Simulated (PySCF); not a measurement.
# C6H9N3: the cost of one run

Computed with PySCF 2.14.0 and routines of our own; the level stands in each step. Atoms count from 0.

## 1. The starting structure

18 atoms, charge 0, multiplicity 1; geometry from: GFN2-xTB.

## 2. Magnetic properties: GIAO PBE0/pcSseg-1

Job settings and geometry (Å):

```
{"job": {"kind": "mag", "xc": "PBE0", "basis": "pcSseg-1", "isotopologues": 0}, "charge": 0, "multiplicity": 1}
C     -3.193272     0.641848     0.452400
C     -2.246030     0.370231    -0.424106
C     -1.467879    -0.912365    -0.451087
N     -0.052312    -0.657273    -0.474794
C      0.704007    -0.045844     0.466029
C      1.978082    -0.040707    -0.065899
C      3.247185     0.493298     0.489980
N      1.909569    -0.638002    -1.275281
N      0.704248    -0.997558    -1.509016
H     -3.737605     1.569945     0.432493
H     -3.473109    -0.060582     1.220816
H     -1.972053     1.082513    -1.190354
H     -1.689354    -1.468294    -1.367676
H     -1.718292    -1.531573     0.416539
H      0.298549     0.313383     1.388225
H      3.229711     1.582871     0.500523
H      4.074390     0.160879    -0.130554
H      3.395405     0.143547     1.510104
```

With the program's defaults for keys left out, this is: GIAO PBE0/pcSseg-1 magnetisability, rotational g tensor and spin-rotation constants, non-relativistic, gas phase.

The run is started by

```sh
> OMP_NUM_THREADS=1 python excited_run.py task.json out
```

The driver reads the jobs from task.json and runs them one after another.

Q: Estimate the wall time and peak memory of this first job on 1 thread of Arm Neoverse V1, shared host.

About 37 s, with a peak of 0.96 GiB.
